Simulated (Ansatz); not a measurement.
# H8N2OSi2: the cost of one run

Method: the settings change from run to run; program: Ansatz 0.2.0, Gaussian basis.

## (1) The relaxed structure

The geometry comes from an earlier relaxation with PBE0-D4 in a triple-zeta def2 set; it is a stationary point, not always the lowest conformer.

SMILES `N[SiH2][SiH](N)O`, 13 atoms, charge 0, spin multiplicity 1.

Atoms are counted from 1 here; the program's logs count them from 0.

Bond lengths: N1–Si2 1.740 Å, N1–H6 1.009 Å, N1–H7 1.009 Å, Si2–Si3 2.355 Å, Si2–H8 1.490 Å, Si2–H9 1.497 Å, Si3–N4 1.710 Å, Si3–O5 1.655 Å, Si3–H10 1.486 Å, N4–H11 1.006 Å, N4–H12 1.008 Å, O5–H13 0.959 Å. Angles: Si2–N1–H6 118.3°, Si2–N1–H7 118.0°, H6–N1–H7 109.6°, N1–Si2–Si3 106.5°, N1–Si2–H8 105.8°, N1–Si2–H9 114.8°, Si3–Si2–H8 111.0°, Si3–Si2–H9 112.0°, H8–Si2–H9 106.5°, Si2–Si3–N4 101.4°, Si2–Si3–O5 115.0°, Si2–Si3–H10 113.1°, N4–Si3–O5 113.3°, N4–Si3–H10 113.4°, O5–Si3–H10 101.2°, Si3–N4–H11 124.9°, Si3–N4–H12 119.5°, H11–N4–H12 113.4° and more.

Geometry (Å):

```xyz
13
H8N2OSi2
N    -1.4522    1.1956    0.6639
Si   -0.9044    0.6391   -0.8916
Si    0.8823   -0.8386   -0.4808
N     0.5730   -1.3027    1.1353
O     2.3903   -0.1916   -0.6977
H    -0.8091    1.7199    1.2376
H    -2.3711    1.6080    0.7229
H    -2.0620   -0.0767   -1.4978
H    -0.5260    1.7254   -1.8503
H     0.9206   -1.9844   -1.4269
H     0.9821   -2.0989    1.5943
H    -0.2427   -0.9454    1.6065
H     2.6395    0.5157   -0.1007
```

## (2) B2PLYP/cc-pVDZ

This run has charge -1, multiplicity 2, atoms shaken by 0.08 Å, high accuracy, the search for lower states set to full.

File in.yaml:

```yaml
crystal:
  periodic: [false, false, false]
  atoms:
    - {symbol: N, position_ang: [-1.365949, 1.217172, 0.615951]}
    - {symbol: Si, position_ang: [-1.024747, 0.733550, -0.834514]}
    - {symbol: Si, position_ang: [0.830042, -0.778992, -0.485615]}
    - {symbol: N, position_ang: [0.488850, -1.324088, 1.073095]}
    - {symbol: O, position_ang: [2.422616, -0.302634, -0.684999]}
    - {symbol: H, position_ang: [-0.774657, 1.754168, 1.216129]}
    - {symbol: H, position_ang: [-2.418953, 1.681137, 0.718923]}
    - {symbol: H, position_ang: [-2.079244, -0.068407, -1.586313]}
    - {symbol: H, position_ang: [-0.564764, 1.788147, -1.989556]}
    - {symbol: H, position_ang: [0.919048, -2.063531, -1.457360]}
    - {symbol: H, position_ang: [1.053260, -2.145233, 1.668592]}
    - {symbol: H, position_ang: [-0.274860, -0.946136, 1.453594]}
    - {symbol: H, position_ang: [2.652936, 0.657639, -0.056737]}
basis:
  gaussian: {orbitals: cc-pVDZ}
total_charge: -1
magnetization: {spin_polarized: true, initial_magnetization: 1}
hamiltonian: {xc: {name: B2PLYP}}
accuracy: high
scf: {lower_state_search: full}
output: {forces: true}
```

Launch:

```
$ ansatz run in.yaml --threads 4 --pin off --events-out ev --progress --plain --max-ram 10444MiB
```

What time and memory should one allow on 4 threads of AMD EPYC 9R45, shared host?

About 12 s, with a peak of 1.1 GiB.
